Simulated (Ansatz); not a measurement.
# NiTe2: the cost of one run

Method: DFT PBEsol+U (U_eff = 8 eV on Ni d), plane waves, PAW, in Ansatz 0.2.0.

The COD entry's cell or inner coordinates are ideal or old and differ from later refinements, so a difference from it is no clean test against experiment.

### 1 The starting structure

Symmetry: P-3m1, No. 164, trigonal system. Conventional cell: a = 3.861 Å, b = 3.861 Å, c = 5.297 Å, α = 90.00°, β = 90.00°, γ = 120.00°. Ni (site symmetry -3m) has 6 Te at 2.59 Å as nearest neighbours. Around Te (site symmetry 3m) lie 3 Ni at 2.59 Å.

Coordinates:

```xyz
3
Lattice="3.8610 0.0000 0.0000 -1.9305 3.3437 0.0000 0.0000 0.0000 5.2970" Properties=species:S:1:pos:R:3 pbc="T T T"
Ni    0.0000    0.0000    0.0000
Te    0.0000    2.2291    1.3242
Te    1.9305    1.1146    3.9727
```

Magnetic order typed: ferromagnetic.

### 2 From atoms, symmetry kept, no search

Contents of input.yaml:

```yaml
crystal:
  lattice:
    - [3.86099755, 0.0, 0.0]
    - [-1.93049878, 3.34372196, 0.0]
    - [0.0, 0.0, 5.29699907]
  atoms:
    - { symbol: Ni, position: [0.0, 0.0, 0.0], spin: 4.0 }
    - { symbol: Te, position: [0.3333333333, 0.6666666667, 0.25] }
    - { symbol: Te, position: [0.6666666667, 0.3333333333, 0.75] }
basis:
  ecutwfc: 420
  ecutrho_ratio: 4
kpoints:
  mp_grid: { grid: [6, 6, 4] }
hamiltonian:
  xc: pbesol
  hubbard: { sites: [{ site: 0, l: d, u_eff: 8.0 }] }
scf:
  occupations: { method: gaussian, width: 0.05 }
  lower_state_search: "off"
  max_iter: 150
output:
  forces: true
  stress: true
  eigenvalues: true
  populations: true
  hubbard: { sites: [{ site: 0, l: d }] }
magnetization:
  spin_polarized: true
```

Launch:

```bash
$ ansatz run input.yaml --threads 2 --pin off --max-ram 3072MiB --backend cpu --events-out ev --progress --plain --runs-dir out
```

Q: Estimate wall time and peak memory on 2 threads of Arm Neoverse V2, shared host.

About 6 s, with a peak of 0.44 GiB.
